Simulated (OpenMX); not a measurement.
Sheet: Mn, a sheet with vacuum.

```
CELL_PARAMETERS angstrom
2.61432 0.00000 0.00000
0.00000 2.61432 0.00000
0.00000 0.00000 23.80000
ATOMIC_POSITIONS crystal
Mn 0.00000 0.00000 0.29412
```

The cell was built by a generator and needn't be a form met in nature.

Base run:

| Item | Value |
| --- | --- |
| Program | OpenMX 3.8.5 |
| Functional | PBE |
| Potentials or basis | OpenMX 2013 PBE set, Mn6.0-s3p2d2, grid cutoff 400 Ry |
| k mesh | 7 × 7 × 1 |
| Occupations | fermi-dirac, width 0.05 eV |
| Spin | collinear spin, ferromagnetic start |
| Starting moments | [4.0] μB |
| Hubbard terms | Mn U = 2 eV |

Its results: band gap on the k mesh none (metal or under the smearing width); net moment 4.52 μB per cell; site moments Mn +4.52 μB.

The run is repeated on the same cell with these changes: hubbard terms from Mn U = 2 eV to Mn U = 0 eV. What comes out?

Band gap on the k mesh none (metal or under the smearing width); net moment 4.18 μB per cell; site moments Mn +4.18 μB.

Caveats: no basis functions reach into the vacuum, so the work function isn't listed; the basis of atomic orbitals isn't converged, which shifts pressures, moduli and gaps; the U is typed as a test and isn't derived for this compound; U acts on the first radial function of the shell alone, so its value doesn't carry over to other programs (some runs).
